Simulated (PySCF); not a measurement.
# H3NNd (Nd(NH3)3+): the cost of one run

The runs use PySCF 2.14.0; PBE0, Nd lcecp-1-SVP with ECP49, N def2-SVP, H def2-SVP; scalar-relativistic core potentials, no spin–orbit coupling.

3 further runs of the same task are left out: 2 for a known fault of the program, 1 that didn't finish.

## 1. The starting structure

5 atoms, charge 3, spin multiplicity 1.

Bond lengths: Nd1–N2 2.583 Å, N2–H3 1.020 Å, N2–H4 1.020 Å, N2–H5 1.020 Å. Angles: Nd1–N2–H3 113.0°, Nd1–N2–H4 113.0°, Nd1–N2–H5 113.0°, H3–N2–H4 105.8°, H3–N2–H5 105.8°, H4–N2–H5 105.8°.

Geometry (Å):

```xyz
5
H3NNd
Nd    0.0000    0.0000    0.0000
N     0.0000    0.0000    2.5825
H     0.9392    0.0000    2.9805
H    -0.4696    0.8133    2.9805
H    -0.4696   -0.8133    2.9805
```

Formal oxidation states: Nd +3. Each metal's 3 4f electrons lie in its core potential, so multiplicities, spins and levels count the valence alone.

## 2. SCF at the start, singlet

run.py (the lines that set the calculation)

```python
mol = gto.M(atom='''
Nd     0.00000     0.00000     0.00000
N      0.00000     0.00000     2.58250
H      0.93920     0.00000     2.98050
H     -0.46960     0.81330     2.98050
H     -0.46960    -0.81330     2.98050''',
    basis={'Nd': 'lcecp-1-SVP', 'N': 'def2-SVP', 'H': 'def2-SVP'},
    ecp={'Nd': 'lcecp-1-SVP'},
    charge=3, spin=0)
mf = dft.RKS(mol, xc='PBE0')
mf.grids.atom_grid = (50, 194)  # f atoms: unpruned, at least (60, 302)
mf = mf.density_fit()  # fitting sets: Nd AutoAux, N def2-universal-JKFIT, H def2-universal-JKFIT
mf.conv_tol = 1e-08; mf.max_cycle = 55
mf.kernel(dm0)  # dm0: free metal ions and neutral atoms
```

Launch:

```bash
$ OMP_NUM_THREADS=2 python run.py
```

**Question.** How long does this run take on 2 threads of Arm Neoverse V1, shared host, and how much memory does it need?

About 1.9 s, with a peak of 0.37 GiB.
